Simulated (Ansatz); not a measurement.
# LuP: the cost of one run

Method: DFT r²SCAN, frozen-core PAW and all-electron LAPW, scalar-relativistic unless said, in Ansatz 0.2.0.

**1. The system as given**

It takes space group Fm-3m (No. 225, cubic). Conventional cell: a = 5.524 Å, b = 5.524 Å, c = 5.524 Å, α = 90.00°, β = 90.00°, γ = 90.00°. Lu (site symmetry m-3m) has 6 P at 2.76 Å as nearest neighbours. Around P (site symmetry m-3m) lie 6 Lu at 2.76 Å.

Coordinates:

```xyz
2
Lattice="0.0000 2.7619 2.7619 2.7619 0.0000 2.7619 2.7619 2.7619 0.0000" Properties=species:S:1:pos:R:3 pbc="T T T"
Lu    0.0000    0.0000    0.0000
P     2.7619    2.7619    2.7619
```

Cartesian axes are those of the input's lattice vectors. The structure goes back to a database entry.

**2. Cell and atoms relaxed, PAW**

Input file input.yaml:

```yaml
crystal:
  lattice:
    - [0.0, 2.7618574834, 2.7618574834]
    - [2.7618574834, 0.0, 2.7618574834]
    - [2.7618574834, 2.7618574834, 0.0]
  atoms:
    - { symbol: Lu, position: [0.0, 0.0, 0.0] }
    - { symbol: P, position: [0.5, 0.5, 0.5] }
kpoints:
  mp_grid: { grid: [12, 12, 12] }
scf:
  occupations: { method: fermi_dirac, width: 0.1 }
hamiltonian:
  xc: r2scan
  pseudopotentials: { kind: paw }
relax:
  f_tol: 0.002
  max_steps: 80
  cell: {}
output:
  forces: true
  stress: true
  write_density: true
  write_potential: true
  elf: true
  volumetric_format: npy
```

On the command line:

```
ansatz run input.yaml --threads 1 --pin off --max-ram 3072MiB --backend cpu --events-out ev --progress --plain --runs-dir out
```

Q: Estimate wall time and peak memory on 1 thread of Intel Xeon Platinum 8259CL at 2.50GHz (Skylake/Cascade Lake), shared host.

About 29 s, with a peak of 0.56 GiB.
